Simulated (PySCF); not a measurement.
# SiSn⁺ (quartet) with other numerical set-ups

Which parts of the numerical set-up matter for SiSn⁺ (quartet)? Each run edits the base script.

The runs use PySCF 2.14.0; method and basis as typed in the scripts.

8 further runs of the same task are left out: 1 for a known fault of the program, 7 that didn't finish.

**1. Starting geometry**

SiSn⁺ (quartet): 2 atoms, charge 1, spin multiplicity 4.

Bond lengths: Si1–Sn2 2.565 Å.

**2. Base script**

input.py

```python
from pyscf import gto, scf, mcscf

mol = gto.M(
    atom='Si 0 0 0; Sn 0 0 2.565',
    basis='def2-svpd',
    ecp={'Sn': 'def2-svpd'},
    charge=1,
    spin=3,
    verbose=3,
)
mf = scf.ROHF(mol)
mf.kernel()
mc = mcscf.CASCI(mf, 5, 5)
mc.kernel()
mc.analyze()
mf.dip_moment()
print('orbital energies (hartree):', mf.mo_energy[..., max(0, mol.nelec[1]-3):mol.nelec[0]+3].round(4))
```

Started as:

```
> python input.py
```

The log of this run is left out.

It gives: E(SCF) = -501.890795 Eh, E(CAS) − E(SCF) = -0.01024 Eh.

The bond length is a typed value, not an optimised one. The dipole of an ion depends on the origin. The quartet is typed in the script; nothing here shows that it is the ground state.

**3. Sto-3g (core potential off)**

Edit 1 changes basis set: def2-svpd → sto-3g; core potential: on → off. The core potential changes with it: totals don't compare.

input.py

```python
from pyscf import gto, scf, mcscf

mol = gto.M(
    atom='Si 0 0 0; Sn 0 0 2.565',
    basis='sto-3g',
    charge=1,
    spin=3,
    verbose=3,
)
mf = scf.ROHF(mol)
mf.kernel()
mc = mcscf.CASCI(mf, 5, 5)
mc.kernel()
mc.analyze()
mf.dip_moment()
print('orbital energies (hartree):', mf.mo_energy[..., max(0, mol.nelec[1]-3):mol.nelec[0]+3].round(4))
```

Started as:

```
> python input.py
```

**4. Core potential off**

Edit 2 changes core potential: on → off. The core potential changes with it: totals don't compare.

Edit input.py of step 2 so:

```diff
@@ -5,3 +5,2 @@
     basis='def2-svpd',
-    ecp={'Sn': 'def2-svpd'},
     charge=1,
```

What does the calculation give? Wanted: for each run, E(SCF); from base; after the SCF.

The runs gave:

| run | E(SCF) (hartree) | from base (eV) | functions | after the SCF |
| --- | --- | --- | --- | --- |
| base | -501.890795 | 0 | 56 | CASCI correlation -0.279 eV |
| sto-3g (core potential off) | -6248.645102 | not comparable | 36 | CASCI correlation -0.716 eV |
| core potential off (poor choice) | -1932.776826 | not comparable | 56 | CASCI correlation -1.329 eV |

In words: Rows marked «poor choice» come from settings spoiled on purpose.
